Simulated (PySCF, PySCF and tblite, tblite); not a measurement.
**C4H10Ge: a path driven as ring inversion, and NMR exchange**

How fast is ring inversion in C4H10Ge (`C1C[CH2][GeH2][CH2]1`), and when do the exchanging lines merge?

Computed with tblite 0.8.0 (tight binding) and PySCF 2.14.0 (DFT, with response routines of our own); each step states its level. Atoms count from 0 throughout.

## 1. The molecule as given

15 atoms, charge 0, multiplicity 1; geometry from: force field or distance geometry start.

Bonds of the start (Å): C0–C1 1.55, C0–C4 1.52, C0–H5 1.12, C0–H6 1.11, C1–C2 1.54, C1–H7 1.10, C1–H8 1.11, C2–Ge3 1.92, C2–H10 1.11, C2–H9 1.11, C4–H13 1.12, C4–H14 1.10, Ge3–C4 1.93, Ge3–H11 1.54, Ge3–H12 1.56.

## 2. GFN2-xTB relaxation, start minimum

The job: settings as JSON, then the geometry in Å.

```
{"job": {"xc": "GFN2-xTB", "basis": "xTB", "kind": "relax"}, "charge": 0, "multiplicity": 1}
C     -0.931400    -0.916000     0.106600
C     -1.174900     0.595300    -0.116800
C      0.059300     1.366000     0.385100
Ge     1.561800     0.246000    -0.013300
C      0.454000    -1.294500    -0.378800
H     -1.718100    -1.503600    -0.432800
H     -1.018100    -1.137100     1.189900
H     -1.310800     0.788100    -1.188400
H     -2.076900     0.920000     0.435100
H     -0.015700     1.528700     1.483500
H      0.136900     2.343000    -0.143100
H      2.323400     0.703200    -1.267100
H      2.431500     0.022100     1.266300
H      0.444200    -1.465400    -1.486100
H      0.830500    -2.187800     0.138000
```

The run is started by

```sh
$ OMP_NUM_THREADS=1 python ens_run.py task.json out
```

This one command runs the whole study; its stages follow in the order run.

Standard output:

```text
step      E/eV     max force
  0    -423.47633    1.494
  1    -423.58004    0.579
  2    -423.61274    0.409
  3    -423.63541    0.418
  4    -423.65826    0.543
  5    -423.67669    0.345
  6    -423.69000    0.328
  7    -423.69981    0.334
  8    -423.70727    0.244
  9    -423.71081    0.136
 10    -423.71243    0.082
 11    -423.71363    0.102
 12    -423.71530    0.122
 13    -423.71717    0.116
 14    -423.71859    0.098
 15    -423.71945    0.074
 16    -423.72022    0.063
 17    -423.72123    0.081
 18    -423.72252    0.092
 19    -423.72395    0.113
 20    -423.72550    0.114
 21    -423.72725    0.100
 22    -423.72897    0.103
 23    -423.73014    0.069
 24    -423.73072    0.060
 25    -423.73108    0.046
 26    -423.73145    0.046
 27    -423.73184    0.049
 28    -423.73215    0.040
 29    -423.73233    0.036
 30    -423.73242    0.021
 31    -423.73247    0.018
 32    -423.73252    0.016
 33    -423.73256    0.018
 34    -423.73259    0.012
 35    -423.73261    0.010
 36    -423.73263    0.011
 37    -423.73264    0.013
 38    -423.73265    0.009
 39    -423.73265    0.005
 40    -423.73265    0.005
 41    -423.73266    0.009
 42    -423.73267    0.013
 43    -423.73267    0.012
 44    -423.73268    0.006
 45    -423.73268    0.002
```

Run time: 0.24 s. Hardware: 1 thread of Arm Neoverse V1, shared host.

Gain 0.256 eV; displacement 0.12 Å root mean square.

## 3. Relaxed scan, ring torsion 0 driven

The job: settings as JSON, then the geometry in Å.

```
{"job": {"xc": "GFN2-xTB", "basis": "xTB", "coordinate": [["t", [4, 0, 1, 2], 1.0]], "kind": "drive"}, "charge": 0, "multiplicity": 1}
C     -0.931127    -0.898880     0.151084
C     -1.157127     0.581103    -0.152603
C      0.015633     1.384932     0.409476
Ge     1.583394     0.242460    -0.002922
C      0.427435    -1.316245    -0.412326
H     -1.736046    -1.506622    -0.267766
H     -0.933811    -1.038924     1.234910
H     -1.202730     0.713856    -1.236409
H     -2.106128     0.920872     0.267517
H     -0.092317     1.495974     1.489340
H      0.053895     2.384392    -0.019382
H      2.426102     0.706463    -1.161715
H      2.529230     0.052011     1.153599
H      0.356229    -1.455272    -1.491996
H      0.762953    -2.258130     0.017280
```

Standard output:

```text
point  coordinate     E/eV
  0    -42.600     -423.68421
  1    -28.900     -423.57832
  2    -14.700     -423.47285
  3      0.000     -423.42793
  4     14.600     -423.47201
  5     28.900     -423.57796
  6     42.500     -423.68381
  7     55.500     -423.73209
```

It took 0.83 s on 1 thread of Arm Neoverse V1, shared host.

The highest point is number 3, 5.9 kcal/mol above the first.

## 4. Nudged elastic band, leg 1

The job, as its differences from that of step 3:

```diff
@@ -1,2 +1,2 @@
-{"job": {"xc": "GFN2-xTB", "basis": "xTB", "coordinate": [["t", [4, 0, 1, 2], 1.0]], "kind": "drive"}, "charge": 0, "multiplicity": 1}
+{"job": {"xc": "GFN2-xTB", "basis": "xTB", "kind": "neb"}, "charge": 0, "multiplicity": 1}
 C     -0.931127    -0.898880     0.151084
```

Standard output:

```text
image   E - E0 / eV
  0       0.0000
  1       0.0828
  2       0.2360
  3       0.3043
  4       0.2284
  5       0.0762
  6      -0.0000
```

Run time: 1.1 s. Hardware: 1 thread of Arm Neoverse V1, shared host.

The highest point is number 3, 7.0 kcal/mol above the first.

## 5. Saddle search, leg 1

The job: settings as JSON, then the geometry in Å.

```
{"job": {"xc": "GFN2-xTB", "basis": "xTB", "kind": "saddle"}, "charge": 0, "multiplicity": 1}
C     -0.979212    -0.920338    -0.148112
C     -1.209267     0.586735     0.147189
C      0.064631     1.441159     0.268944
Ge     1.614408     0.246641    -0.001442
C      0.490764    -1.356526    -0.266383
H     -1.498216    -1.171850    -1.073501
H     -1.456861    -1.499571     0.643783
H     -1.837294     0.997976    -0.643823
H     -1.779267     0.669920     1.072793
H      0.111022     1.916499     1.247956
H      0.055928     2.244543    -0.466078
H      2.477051     0.590837    -1.187844
H      2.548858     0.178524     1.178671
H      0.677199    -1.800483    -1.243585
H      0.720257    -2.124067     0.471431
```

Standard output:

```text
step      E/eV     max force
  0    -423.42834   0.0313
  1    -423.42863   0.0010
  2    -423.38636   0.8031
  3    -423.46566   0.0715
  4    -423.46712   0.0751
  5    -423.47628   0.2003
  6    -423.47071   0.0437
  7    -423.47728   0.0557
  8    -423.48380   0.0319
  9    -423.49223   0.0549
 10    -423.49957   0.0506
 11    -423.50608   0.0737
 12    -423.50863   0.0569
 13    -423.50917   0.0010
lowest wavenumbers (cm-1): -128.4 140.2 300.5 425.8 480.1 525.7
```

It took 3 s on 1 thread of Arm Neoverse V1, shared host.

Point group Cs; 1 imaginary mode, 128i cm⁻¹, carried by C0, C1, H6, H8. Steps downhill from it reached both ends.

## 6. Shieldings, start: PBE0/pcSseg-1

The job: settings as JSON, then the geometry in Å.

```
{"job": {"kind": "nmr", "xc": "PBE0", "basis": "pcSseg-1", "pop": false}, "charge": 0, "multiplicity": 1}
C     -0.931127    -0.898880     0.151084
C     -1.157127     0.581103    -0.152603
C      0.015633     1.384932     0.409476
Ge     1.583394     0.242460    -0.002922
C      0.427435    -1.316245    -0.412326
H     -1.736046    -1.506622    -0.267766
H     -0.933811    -1.038924     1.234910
H     -1.202730     0.713856    -1.236409
H     -2.106128     0.920872     0.267517
H     -0.092317     1.495974     1.489340
H      0.053895     2.384392    -0.019382
H      2.426102     0.706463    -1.161715
H      2.529230     0.052011     1.153599
H      0.356229    -1.455272    -1.491996
H      0.762953    -2.258130     0.017280
```

Standard output:

```text
coarse grid: 52856 points
cycle   1  E = -2234.6673189556  dE = -2.784e-01  |g| = 9.137e-01  |ddm| = 3.421e+00
cycle   2  E = -2234.6171240296  dE =  5.019e-02  |g| = 9.815e-01  |ddm| = 1.027e+00
cycle   3  E = -2234.7440490561  dE = -1.269e-01  |g| = 1.049e-01  |ddm| = 6.883e-01
cycle   4  E = -2234.7464786749  dE = -2.430e-03  |g| = 3.704e-02  |ddm| = 1.137e-01
cycle   5  E = -2234.7467594055  dE = -2.807e-04  |g| = 4.838e-03  |ddm| = 3.117e-02
cycle   6  E = -2234.7467640280  dE = -4.623e-06  |g| = 6.207e-04  |ddm| = 5.827e-03
final grid: 111592 points
cycle   7  E = -2234.7467717685  dE = -9.475e-08  |g| = 6.031e-04  |ddm| = 2.651e-03
cycle   8  E = -2234.7467717617  dE =  6.743e-09  |g| = 7.879e-04  |ddm| = 1.347e-03
cycle   9  E = -2234.7467718448  dE = -8.312e-08  |g| = 6.252e-05  |ddm| = 5.743e-04
cycle  10  E = -2234.7467718460  dE = -1.120e-09  |g| = 9.040e-06  |ddm| = 9.204e-05
cycle  11  E = -2234.7467718460  dE = -1.592e-11  |g| = 3.609e-06  |ddm| = 1.149e-05
converged SCF energy = -2234.7467718460

GIAO shielding tensors (ppm)
atom      isotropic    diamagn.    paramagn.     s11        s22        s33       span
  0 C      153.996     247.550     -93.554    134.718    156.686    170.586     35.868
  1 C      153.994     247.546     -93.552    134.706    156.678    170.599     35.893
  2 C      174.688     249.120     -74.432    159.461    169.712    194.891     35.429
  3 Ge    1461.728    2754.781   -1293.053   1339.586   1456.400   1589.198    249.612
  4 C      174.699     249.121     -74.422    159.451    169.731    194.916     35.465
  5 H       29.551      29.891      -0.340     23.774     27.340     37.540     13.765
  6 H       30.718      31.165      -0.447     26.117     28.059     37.980     11.863
  7 H       30.718      31.161      -0.443     26.116     28.058     37.979     11.863
  8 H       29.552      29.892      -0.340     23.774     27.341     37.542     13.769
  9 H       30.960      30.349       0.611     25.321     28.017     39.542     14.221
 10 H       30.424      29.781       0.643     25.061     27.438     38.773     13.712
 11 H       27.669      29.012      -1.342     21.311     21.609     40.088     18.777
 12 H       27.668      29.009      -1.341     21.309     21.608     40.086     18.777
 13 H       30.958      30.346       0.612     25.316     28.019     39.540     14.225
 14 H       30.424      29.782       0.641     25.058     27.440     38.773     13.714
```

Wall time 16 s (1 thread of Arm Neoverse V1, shared host); peak memory 0.72 GiB.

In short: HOMO -7.86 eV, LUMO 1.25 eV; dipole 0.57 D.

## 7. Shieldings, saddle of leg 1: PBE0/pcSseg-1

The job: settings as JSON, then the geometry in Å.

```
{"job": {"kind": "nmr", "xc": "PBE0", "basis": "pcSseg-1", "pop": false}, "charge": 0, "multiplicity": 1}
C     -0.937086    -0.939120    -0.010799
C     -1.166483     0.566789     0.279379
C      0.056609     1.435879    -0.035277
Ge     1.590752     0.211731     0.160649
C      0.465255    -1.243735    -0.550281
H     -1.689936    -1.302453    -0.712683
H     -1.078052    -1.492034     0.919690
H     -2.030281     0.927291    -0.282149
H     -1.407537     0.678245     1.338086
H      0.064343     2.327794     0.587028
H      0.024537     1.768492    -1.074826
H      2.813012     0.553567    -0.648439
H      2.045747     0.008223     1.580645
H      0.473249    -1.171126    -1.639764
H      0.763497    -2.257733    -0.294004
```

Standard output:

```text
coarse grid: 52856 points
cycle   1  E = -2234.6596097237  dE = -2.933e-01  |g| = 9.127e-01  |ddm| = 3.433e+00
cycle   2  E = -2234.6086202084  dE =  5.099e-02  |g| = 9.816e-01  |ddm| = 1.035e+00
cycle   3  E = -2234.7360433528  dE = -1.274e-01  |g| = 1.075e-01  |ddm| = 6.942e-01
cycle   4  E = -2234.7386139133  dE = -2.571e-03  |g| = 3.772e-02  |ddm| = 1.177e-01
cycle   5  E = -2234.7389028090  dE = -2.889e-04  |g| = 5.014e-03  |ddm| = 3.203e-02
cycle   6  E = -2234.7389077328  dE = -4.924e-06  |g| = 7.567e-04  |ddm| = 6.112e-03
final grid: 111592 points
cycle   7  E = -2234.7389098024  dE = -1.001e-07  |g| = 6.875e-04  |ddm| = 2.293e-03
cycle   8  E = -2234.7389098069  dE = -4.441e-09  |g| = 8.164e-04  |ddm| = 1.656e-03
cycle   9  E = -2234.7389099102  dE = -1.034e-07  |g| = 8.848e-05  |ddm| = 7.082e-04
cycle  10  E = -2234.7389099116  dE = -1.372e-09  |g| = 8.342e-06  |ddm| = 9.626e-05
cycle  11  E = -2234.7389099116  dE = -1.091e-11  |g| = 3.158e-06  |ddm| = 1.093e-05
converged SCF energy = -2234.7389099116

GIAO shielding tensors (ppm)
atom      isotropic    diamagn.    paramagn.     s11        s22        s33       span
  0 C      160.726     245.806     -85.079    130.016    173.584    178.578     48.562
  1 C      160.716     245.809     -85.093    130.007    173.564    178.578     48.571
  2 C      174.537     248.919     -74.382    153.915    178.954    190.741     36.826
  3 Ge    1456.988    2755.125   -1298.137   1336.607   1467.514   1566.844    230.236
  4 C      174.553     248.919     -74.367    153.915    178.971    190.772     36.858
  5 H       29.632      29.802      -0.170     23.360     28.078     37.458     14.098
  6 H       29.950      30.430      -0.480     23.989     28.507     37.355     13.366
  7 H       29.631      29.802      -0.170     23.361     28.076     37.457     14.096
  8 H       29.951      30.432      -0.481     23.990     28.507     37.356     13.366
  9 H       30.483      29.698       0.784     24.891     27.549     39.008     14.117
 10 H       30.832      30.448       0.384     25.240     28.137     39.120     13.881
 11 H       27.479      29.064      -1.585     21.158     21.217     40.060     18.902
 12 H       27.819      29.263      -1.444     21.653     21.850     39.954     18.301
 13 H       30.832      30.448       0.384     25.237     28.138     39.121     13.885
 14 H       30.483      29.699       0.784     24.890     27.550     39.008     14.118
```

It took 22 s on 1 thread of Arm Neoverse V1, shared host; peak memory 0.83 GiB.

This run: HOMO -7.77 eV, LUMO 1.16 eV; dipole 0.48 D.

Orbitals, density, ELF and potential are computed afterwards from the orbital file.

Frontier orbitals at PBE0/pcSseg-1, with the share of their density that lies nearest to each atom:

| orbital | energy (eV) | lies on |
| --- | --- | --- |
| HOMO | -7.77 | C2, C4 about 20 % each; Ge3 19 % |
| LUMO | 1.16 | 4 H atoms about 11 % each; H6, H8, H11 about 8 % each |

ELF in a plane through or near 5 of the atoms.

Ten even steps from ' ' (0.00) to '@' (1.00):
```
                                                        
                                                        
                                                        
                          ++@@@@##..                    
                        ::@@@@@@@@++                    
                        ::%%@@@@@@++                    
              ..----::..::**@@@@##--..                  
            ..==####**==##%%::**%%**==::......          
              ::++**..%%--##**%%**....::**####==        
                ..==****##--::--..**##..##@@@@##::      
                ..==**##**--::--..##**..##@@@@##::      
              ::++**..%%--##**%%**::..::**####==        
            ..==####**==####::**%%**==::......          
              ..----::..--**@@@@##--..                  
                        ::%%@@@@@@==                    
                        ::@@@@@@@@++                    
                          ++@@@@##..                    
                                                        
                                                        
                                                        
```
The map spans 11.0 Å across and 9.9 Å up, centred on the molecule. Atoms in the plane (x, y in Å): C0 (-1.1, -0.8), C1 (-1.1, 0.8), Ge3 (1.6, 0.0), H9 (0.4, 2.4), H14 (0.4, -2.4).

On the surface of density 0.002 e/bohr³ the electrostatic potential runs, from the 1st to the 99th percentile, from -0.10 to 0.64 V.

## 8. Kinetics and line shapes

The job: settings as JSON, then the geometry in Å.

```
{"job": {"smiles": "C1C[CH2][GeH2][CH2]1", "charge": 0, "mult": 1, "motion": "ring", "what": "5-membered ring", "atoms": [0, 1, 2, 3, 4], "ring": [0, 1, 2, 3, 4], "study": "path", "level": {"kind": "nmr", "xc": "PBE0", "basis": "pcSseg-1"}, "fields": [80, 200, 300], "first": 0, "seed": 976, "kind": "path"}, "charge": 0, "multiplicity": 1}
C     -0.931127    -0.898880     0.151084
C     -1.157127     0.581103    -0.152603
C      0.015633     1.384932     0.409476
Ge     1.583394     0.242460    -0.002922
C      0.427435    -1.316245    -0.412326
H     -1.736046    -1.506622    -0.267766
H     -0.933811    -1.038924     1.234910
H     -1.202730     0.713856    -1.236409
H     -2.106128     0.920872     0.267517
H     -0.092317     1.495974     1.489340
H      0.053895     2.384392    -0.019382
H      2.426102     0.706463    -1.161715
H      2.529230     0.052011     1.153599
H      0.356229    -1.455272    -1.491996
H      0.762953    -2.258130     0.017280
```

Standard output:

```text
stationary points (kcal/mol above the start)
  n  kind          group   xTB      DFT    lowest mode
  0  minimum      C2       0.00     0.00     120.4
  1  saddle       Cs       5.15     4.98    -128.4
  2  minimum      C2      -0.00     0.00     120.4

GFN2-xTB energies: T/K, barrier G, reaction G (kcal/mol), k forward, k back (1/s)
 150.00     5.05    -0.00   2.75e+05   2.73e+05
 200.00     5.09    -0.00   2.27e+07   2.26e+07
 250.00     5.15    -0.00   3.26e+08   3.25e+08
 298.15     5.23    -0.00   1.83e+09   1.83e+09
 350.00     5.32    -0.00   6.94e+09   6.92e+09
 400.00     5.42    -0.00   1.81e+10   1.81e+10
 500.00     5.67    -0.00   6.96e+10   6.95e+10

PBE0/pcSseg-1 + D3(BJ) energies: T/K, barrier G, reaction G (kcal/mol), k forward, k back (1/s)
 150.00     4.87    -0.00   5.01e+05   4.97e+05
 200.00     4.91    -0.00   3.56e+07   3.54e+07
 250.00     4.97    -0.00   4.67e+08   4.65e+08
 298.15     5.05    -0.00   2.48e+09   2.47e+09
 350.00     5.14    -0.00   8.97e+09   8.95e+09
 400.00     5.25    -0.00   2.27e+10   2.26e+10
 500.00     5.49    -0.00   8.33e+10   8.31e+10
```

Wall time 45 s (1 thread of Arm Neoverse V1, shared host); peak memory 0.83 GiB. This counts the whole study up to here.

Barriers by level (kcal/mol; entropies in cal/(mol K)). Zero-point and thermal terms come from xTB in every row. ΔG‡ leaves symmetry out; the rate counts equivalent paths (a factor of 2); effective ΔG‡, where given, is the barrier that would give that rate by Eyring's equation alone:

| level | ΔE‡ | with zero-point | ΔH‡ | ΔS‡ | ΔG‡ (298 K) | ΔE of reaction | k at 298 K (1/s) | effective ΔG‡ |
| --- | --- | --- | --- | --- | --- | --- | --- | --- |
| GFN2-xTB | 5.15 | 5.01 | 4.69 | -1.8 | 5.23 | 0.00 | 1.8e+09 | 4.82 |
| PBE0/pcSseg-1 + D3(BJ) | 4.98 | 4.83 | 4.51 | -1.8 | 5.05 | 0.00 | 2.5e+09 | 4.64 |

Sites that the driver pairs across this motion, and where their lines would merge (no couplings; faster rotations or exchange between molecules can average them sooner):

| nucleus | sites: shielding (ppm) | proton frequency (MHz) | spread (Hz) | coalescence (K) | lines at 298 K |
| --- | --- | --- | --- | --- | --- |
| ¹H | H5, H8: 29.55; H6, H7: 30.72 | 80 | 93 | 103 | 1 |
| ¹H | H5, H8: 29.55; H6, H7: 30.72 | 200 | 233 | 107 | 1 |
| ¹H | H5, H8: 29.55; H6, H7: 30.72 | 300 | 350 | 108 | 1 |
| ¹H | H9, H13: 30.96; H10, H14: 30.42 | 80 | 43 | 100 | 1 |
| ¹H | H9, H13: 30.96; H10, H14: 30.42 | 200 | 107 | 103 | 1 |
| ¹H | H9, H13: 30.96; H10, H14: 30.42 | 300 | 161 | 105 | 1 |

## 9. Results

| quantity | value |
| --- | --- |
| barrier (PBE0/pcSseg-1 + D3(BJ)) | ΔE‡ 5.0, ΔG‡(298 K) 5.0 kcal/mol |
| barrier (GFN2-xTB) | ΔE‡ 5.2 kcal/mol |
| rate at 298 K | 2.5e+09 s⁻¹ |
| end of the path | the start, renumbered or mirrored |
| coalescence of ¹H H5 | 108 K at 300 MHz |

The barrier is 5.0 kcal/mol at the DFT level (xTB: 5.2); with thermal terms and the count of paths the DFT value gives a rate of 2.5e+09 s⁻¹ at 298 K. An error of 1.4 kcal/mol changes that rate tenfold. The ¹H lines of H5 and its partners, 350 Hz apart at 300 MHz, merge at 108 K, so by this path alone the exchange at 298 K is fast for them; other paths were not followed.
